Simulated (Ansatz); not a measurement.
GdO in Ansatz: the effect of functional

GdO:

```
Gd O
1.0
     0.00000    2.66351    2.66351
     2.66351    0.00000    2.66351
     2.66351    2.66351    0.00000
Gd O
1 1
Direct
  0.00000 0.00000 0.00000
  0.75000 0.75000 0.75000
```

The cell isn't the ideal one: volume scaled by 0.96.

Alike in all runs:

- Program: Ansatz 0.2.0
- Task: single point
- Potentials or basis: Ansatz PAW
- k mesh: 9 × 9 × 9
- Occupations: fermi-dirac, width 0.05 eV
- Spin: collinear spin, ferromagnetic start
- Starting moments: [7.0, 0.0] μB

| functional | cutoff | pressure (GPa) | moment (μB) |
| --- | --- | --- | --- |
| LDA | 420 eV (not typed: the program's choice for these potentials) | -4.3 | 6.96 |
| PBEsol | 420 eV (not typed: the program's choice for these potentials) | ? | ? |
| r2SCAN | 500 eV (not typed: the program's choice for these potentials) | 2.1 | 7.94 |

**Question.** What does the run with functional PBEsol give?

**Answer.** Pressure -0.8 GPa; moment 7.50 μB.

Caveats: a cell with one magnetic atom can't hold antiferromagnetic order, which such compounds often take; the PAW data sets come from PBE, with cores solved anew for the run's functional, which leaves a small shift of forces and pressure; the magnetic or orbital state may not be the lowest (some runs).

Runs at the PBE level aren't shown here.
